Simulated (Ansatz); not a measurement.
# CH₂STe (SMILES S=C[TeH]): a rigid scan of the angle H4–C2–S1

One table from this session's results is given with a row withheld; the runs are named, their logs left out.

The runs use Ansatz 0.2.0, Gaussian basis; single points in def2-TZVPP.

Levels: PBE-D4, r2SCAN-D4, PBE0-D4, B3LYP-D4, wB97M-V, Hartree-Fock, MP2, CCSD, CCSD(T). The scan takes 92.5, 100.0, 107.5, 115.0, 122.5, 130.0, 137.5, 145.0, 152.5°.

Correlated methods freeze the cores. Filled d shells of the heavier atoms are correlated. Core potentials replace the inner electrons past krypton, and spin-orbit coupling is left out. B3LYP uses VWN-RPA correlation.

189 further runs of the same task are left out: 189 set aside as unsound or not needed.

## Starting geometry

SMILES `S=C[TeH]`, 5 atoms, charge 0, spin multiplicity 1.

Atoms are counted from 1 here; the program's logs count them from 0.

Bond lengths: S1–C2 1.612 Å, C2–Te3 2.098 Å, C2–H4 1.082 Å, Te3–H5 1.640 Å. Angles: S1–C2–Te3 125.7°, S1–C2–H4 119.5°, Te3–C2–H4 114.8°, C2–Te3–H5 91.2°.

Coordinates:

```xyz
5
charge 0, multiplicity 1
S    -0.86696   -1.87663   -0.68603
C    -0.34790   -0.51903    0.01200
Te    1.00452    0.84842   -0.82730
H    -0.70624   -0.25664    0.99813
H     0.91658    1.80388    0.50320
```

The first run:

Input file relax/in.yaml:

```yaml
crystal:
  periodic: [false, false, false]
  atoms:
    - {symbol: S, position_ang: [-0.866960, -1.876630, -0.686030]}
    - {symbol: C, position_ang: [-0.347900, -0.519030, 0.012000]}
    - {symbol: Te, position_ang: [1.004520, 0.848420, -0.827300]}
    - {symbol: H, position_ang: [-0.706240, -0.256640, 0.998130]}
    - {symbol: H, position_ang: [0.916580, 1.803880, 0.503200]}
basis:
  gaussian: {orbitals: def2-TZVP}
hamiltonian: {xc: pbe0, dispersion: d4}
relax: {f_tol: 0.005, max_steps: 200}
```

Command:

```console
$ ansatz run in.yaml --threads 2 --pin off --events-out ev --progress --plain --max-ram 4352MiB
```

Among the steps run: Relaxation at PBE0-D4; The minimum at every level; H4–C2–S1 = 92.5°; H4–C2–S1 = 100.0°; H4–C2–S1 = 107.5°; H4–C2–S1 = 115.0°; H4–C2–S1 = 122.5°; H4–C2–S1 = 130.0°; H4–C2–S1 = 137.5°; H4–C2–S1 = 145.0°; H4–C2–S1 = 152.5°.

One table of the session follows, with a row left open; its other results are not shown here.

Energies less that of the minimum at the same level (eV):

| angle (°) | PBE-D4 | PBE0-D4 | B3LYP-D4 | wB97M-V | Hartree-Fock |
| --- | --- | --- | --- | --- | --- |
| 92.5 | 0.779 | 0.785 | 0.800 | 0.763 | 0.830 |
| 100.0 | 0.446 | 0.442 | 0.451 | 0.420 | 0.447 |
| 107.5 | 0.204 | 0.196 | 0.200 | 0.179 | 0.181 |
| 115.0 | ? | ? | ? | ? | ? |
| 122.5 (minimum) | 0.000 | 0.000 | 0.000 | 0.000 | 0.000 |
| 122.5 | 0.000 | 0.000 | 0.000 | 0.000 | 0.000 |
| 130.0 | 0.041 | 0.051 | 0.052 | 0.062 | 0.082 |
| 137.5 | 0.179 | 0.203 | 0.206 | 0.225 | 0.280 |
| 145.0 | 0.417 | 0.457 | 0.465 | 0.493 | 0.597 |
| 152.5 | 0.759 | 0.820 | 0.834 | 0.870 | 1.038 |

Q: Estimate the row for angle (°) = 115.0 from the others.

As computed: PBE-D4: 0.055; PBE0-D4: 0.048; B3LYP-D4: 0.049; wB97M-V: 0.039; Hartree-Fock: 0.033.

Caveats from the session: A polynomial through the near points puts the CCSD(T) minimum 0.4° below the PBE0-D4 value.
